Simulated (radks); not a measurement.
**Ionisation of Pd²⁺: one atom, several choices of exchange strength α**

How much does the choice of exchange strength α matter for taking an electron from Pd²⁺? Both Pd²⁺ ([Kr] 4d8) and Pd³⁺ ([Kr] 4d7) are run for each choice.

Method: scalar-relativistic Kohn-Sham, spin-polarised, spherical densities, point nucleus; open shells are filled with parallel spins first. Code: radks (a radial shooting solver on a logarithmic mesh, Libxc functionals) version 1.

## 1. The atom as given

```
element       : palladium (Z = 46)
charge        : +2
electrons     : 44
configuration : [Kr] 4d8
ion           : Pd³⁺, [Kr] 4d7
choices       : α = 0.603; α = 0.616; α = 0.667; α = 0.679; α = 0.834; α = 0.897; α = 0.905; α = 0.982
```

The outer shells:

Pd²⁺
```
[Kr] core
4d [↑↓][↑↓][↑↓][↑ ][↑ ]
```

Pd³⁺
```
[Kr] core
4d [↑↓][↑↓][↑ ][↑ ][↑ ]
```

## 2. α = 0.603: Pd²⁺

Input:

```text
Z 46
configuration [Kr] 4d8
relativity scalar-relativistic
functional xalpha 0.603
spin polarised
nucleus point
c 137.035999084
```

## 3. α = 0.603: Pd³⁺

Changes since step 2:

```diff
@@ -1,3 +1,3 @@
 Z 46
-configuration [Kr] 4d8
+configuration [Kr] 4d7
 relativity scalar-relativistic
```

## 4. α = 0.616: Pd²⁺

Input:

```text
Z 46
configuration [Kr] 4d8
relativity scalar-relativistic
functional xalpha 0.616
spin polarised
nucleus point
c 137.035999084
```

## 5. α = 0.616: Pd³⁺

Changes since step 4:

```diff
@@ -1,3 +1,3 @@
 Z 46
-configuration [Kr] 4d8
+configuration [Kr] 4d7
 relativity scalar-relativistic
```

## 6. α = 0.667: Pd²⁺

Input:

```text
Z 46
configuration [Kr] 4d8
relativity scalar-relativistic
functional xalpha 0.667
spin polarised
nucleus point
c 137.035999084
```

## 7. α = 0.667: Pd³⁺

Changes since step 6:

```diff
@@ -1,3 +1,3 @@
 Z 46
-configuration [Kr] 4d8
+configuration [Kr] 4d7
 relativity scalar-relativistic
```

## 8. α = 0.679: Pd²⁺

Input:

```text
Z 46
configuration [Kr] 4d8
relativity scalar-relativistic
functional xalpha 0.679
spin polarised
nucleus point
c 137.035999084
```

## 9. α = 0.679: Pd³⁺

Changes since step 8:

```diff
@@ -1,3 +1,3 @@
 Z 46
-configuration [Kr] 4d8
+configuration [Kr] 4d7
 relativity scalar-relativistic
```

## 10. α = 0.834: Pd²⁺

Input:

```text
Z 46
configuration [Kr] 4d8
relativity scalar-relativistic
functional xalpha 0.834
spin polarised
nucleus point
c 137.035999084
```

## 11. α = 0.834: Pd³⁺

Changes since step 10:

```diff
@@ -1,3 +1,3 @@
 Z 46
-configuration [Kr] 4d8
+configuration [Kr] 4d7
 relativity scalar-relativistic
```

## 12. α = 0.897: Pd²⁺

Input:

```text
Z 46
configuration [Kr] 4d8
relativity scalar-relativistic
functional xalpha 0.897
spin polarised
nucleus point
c 137.035999084
```

## 13. α = 0.897: Pd³⁺

Changes since step 12:

```diff
@@ -1,3 +1,3 @@
 Z 46
-configuration [Kr] 4d8
+configuration [Kr] 4d7
 relativity scalar-relativistic
```

## 14. α = 0.905: Pd²⁺

Input:

```text
Z 46
configuration [Kr] 4d8
relativity scalar-relativistic
functional xalpha 0.905
spin polarised
nucleus point
c 137.035999084
```

## 15. α = 0.905: Pd³⁺

Changes since step 14:

```diff
@@ -1,3 +1,3 @@
 Z 46
-configuration [Kr] 4d8
+configuration [Kr] 4d7
 relativity scalar-relativistic
```

## 16. α = 0.982: Pd²⁺

Input:

```text
Z 46
configuration [Kr] 4d8
relativity scalar-relativistic
functional xalpha 0.982
spin polarised
nucleus point
c 137.035999084
```

## 17. α = 0.982: Pd³⁺

Changes since step 16:

```diff
@@ -1,3 +1,3 @@
 Z 46
-configuration [Kr] 4d8
+configuration [Kr] 4d7
 relativity scalar-relativistic
```

What does the calculation give? Wanted: for each run, exchange strength α; E(Pd²⁺); Δ-SCF; −ε(HOMO); <r> HOMO; error.

As calculated:

```csv
exchange strength α,E(Pd²⁺) (hartree),Δ-SCF (eV),−ε(HOMO) (eV),<r> HOMO (bohr),error (eV)
α = 0.603,-5022.98751,30.688,24.097,1.409,-2.24
α = 0.616,-5025.59952,30.922,24.314,1.405,-2.01
α = 0.667,-5035.85960,31.851,25.180,1.390,-1.08
α = 0.679,-5038.27674,32.072,25.386,1.387,-0.86
α = 0.834,-5069.60058,35.027,28.159,1.344,+2.10
α = 0.897,-5082.38655,36.279,29.340,1.328,+3.35
α = 0.905,-5084.01241,36.440,29.492,1.326,+3.51
α = 0.982,-5099.68718,38.014,30.983,1.307,+5.08
```

The NIST Atomic Spectra Database lists 32.930 eV (semi-empirical). Nearest is α = 0.679 (-0.86 eV off), farthest α = 0.982 (+5.08 eV). The ionisation energies span 7.33 eV, the total energies of Pd²⁺ 2087 eV: most of the change in the total cancels in the difference. α = 2/3 is LDA exchange; there is no correlation term. The tabulated value is met near α = 0.72. Open shells are spherical and high-spin; term and fine-structure splittings are not resolved.
